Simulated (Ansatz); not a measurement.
# Cl2H4OSi2 + H2O: a complex and its separated parts

The complex below is one end of an elementary step. How strongly is it bound against its free parts?

Method: PBE0-D4/def2-TZVP structures, single points in def2-TZVPP, no counterpoise correction; program: Ansatz 0.2.0, Gaussian basis.

Levels: SPW92, PBE-D4, BLYP-D4, r2SCAN-D4, B97M-V, PBE0-D4, B3LYP-D4, r2SCAN0-D4, BHLYP-D4, CAM-B3LYP-D4, wB97X-V, wB97M-V, B2PLYP, PBE-QIDH, RPA on PBE, Hartree-Fock, MP2, CCSD, CCSD(T).

Cores are frozen in the correlated methods. B3LYP uses VWN-RPA correlation. B2PLYP carries no dispersion term here.

95 further runs of the same task are left out: 1 that didn't finish, 94 set aside as unsound or not needed. Runs told in other sessions of the task aren't counted.

### Step 1. Where the work starts

The complex: 12 atoms, charge 0, spin multiplicity 1.

Atoms are counted from 1 here; the program's logs count them from 0.

Bond lengths: Si1–Si2 2.332 Å, Si1–Cl3 2.056 Å, Si1–Cl4 2.056 Å, Si1–O5 1.644 Å, Si2–H8 1.479 Å, Si2–H9 1.490 Å, Si2–H10 1.481 Å, O5–H11 0.961 Å, H6–O7 0.960 Å, O7–H12 0.965 Å. Angles: Si2–Si1–Cl3 110.5°, Si2–Si1–Cl4 110.2°, Si2–Si1–O5 112.9°, Cl3–Si1–Cl4 106.4°, Cl3–Si1–O5 108.1°, Cl4–Si1–O5 108.5°, Si1–Si2–H8 111.2°, Si1–Si2–H9 102.9°, Si1–Si2–H10 110.9°, H8–Si2–H9 109.3°, H8–Si2–H10 113.4°, H9–Si2–H10 108.6°, Si1–O5–H11 117.6°, H6–O7–H12 105.6°.

As a file:

```
Si   -0.99339   -0.31615   -0.74844
Si    0.34543   -1.29934    0.88892
Cl   -1.04468   -1.48711   -2.43714
Cl   -2.93434   -0.16967   -0.08493
O    -0.47703    1.18280   -1.18305
H     1.52557    2.03081    1.33289
O     1.69776    1.42744    0.60695
H     1.73969   -1.45297    0.41986
H    -0.26977   -2.64610    1.05592
H     0.23473   -0.56690    2.17128
H    -0.91605    1.60709   -1.92486
H     1.09208    1.69020   -0.09739
```

Its parts: Cl2H4OSi2 holds atoms 1, 2, 3, 4, 5, 8, 9, 10, 11; H2O holds atoms 6, 7, 12. Each part counts its atoms afresh in its own runs.

### Step 2. Relaxing Cl2H4OSi2 alone

The input, relax-a/in.yaml:

```yaml
crystal:
  periodic: [false, false, false]
  atoms:
    - {symbol: Si, position_ang: [-0.993392, -0.316148, -0.748436]}
    - {symbol: Si, position_ang: [0.345429, -1.299341, 0.888923]}
    - {symbol: Cl, position_ang: [-1.044680, -1.487115, -2.437142]}
    - {symbol: Cl, position_ang: [-2.934345, -0.169672, -0.084934]}
    - {symbol: O, position_ang: [-0.477027, 1.182803, -1.183052]}
    - {symbol: H, position_ang: [1.739692, -1.452971, 0.419857]}
    - {symbol: H, position_ang: [-0.269775, -2.646102, 1.055921]}
    - {symbol: H, position_ang: [0.234733, -0.566900, 2.171277]}
    - {symbol: H, position_ang: [-0.916050, 1.607093, -1.924864]}
basis:
  gaussian: {orbitals: def2-TZVP}
hamiltonian: {xc: pbe0, dispersion: d4}
relax: {f_tol: 0.005, max_steps: 200}
```

On the command line:

```bash
> ansatz run in.yaml --threads 4 --pin off --events-out ev --progress --plain --max-ram 66560MiB --backend cuda --devices 0, --max-vram 37GiB
```

Further steps of the session: Relaxing H2O alone; SPW92/def2-TZVPP; PBE-D4/def2-TZVPP; BLYP-D4/def2-TZVPP; r2SCAN-D4/def2-TZVPP; B97M-V/def2-TZVPP; PBE0-D4/def2-TZVPP; B3LYP-D4/def2-TZVPP; r2SCAN0-D4/def2-TZVPP; BHLYP-D4/def2-TZVPP; CAM-B3LYP-D4/def2-TZVPP; wB97X-V/def2-TZVPP; wB97M-V/def2-TZVPP; B2PLYP/def2-TZVPP; PBE-QIDH/def2-TZVPP; RPA on PBE/def2-TZVPP; CCSD(T)/def2-TZVPP; Vibrations of Cl2H4OSi2; Vibrations of H2O.

Q: Predict the outcome of this session. Wanted: complex less parts, CCSD(T)/def2-TZVPP; with zero-point energy; largest T1 diagnostic.

The runs gave:

| quantity | value |
| --- | --- |
| complex less parts, CCSD(T)/def2-TZVPP | -5.1 kcal/mol |
| with zero-point energy | -3.1 kcal/mol |
| largest T1 diagnostic | 0.011 |

What this shows: At CCSD(T) the complex lies 5.1 kcal/mol below its parts. The functionals run from PBE-QIDH, off by +0.3 kcal/mol, to SPW92, off by -4.5 kcal/mol, against CCSD(T). Mean unsigned error by rung: LDA 4.5, GGA 1.0, meta-GGA 0.7, hybrid 0.7, range-separated hybrid 0.9, double hybrid 0.5 kcal/mol. The double hybrids carry no dispersion term here, unlike the levels marked D4 or V. PBE-D4 gives a relative energy 1.1 kcal/mol too low, outside chemical accuracy (1 kcal/mol). No counterpoise was applied, and triple zeta lacks some correlation, so the CCSD(T) reference has a basis error of its own, and close matches with it are partly luck.
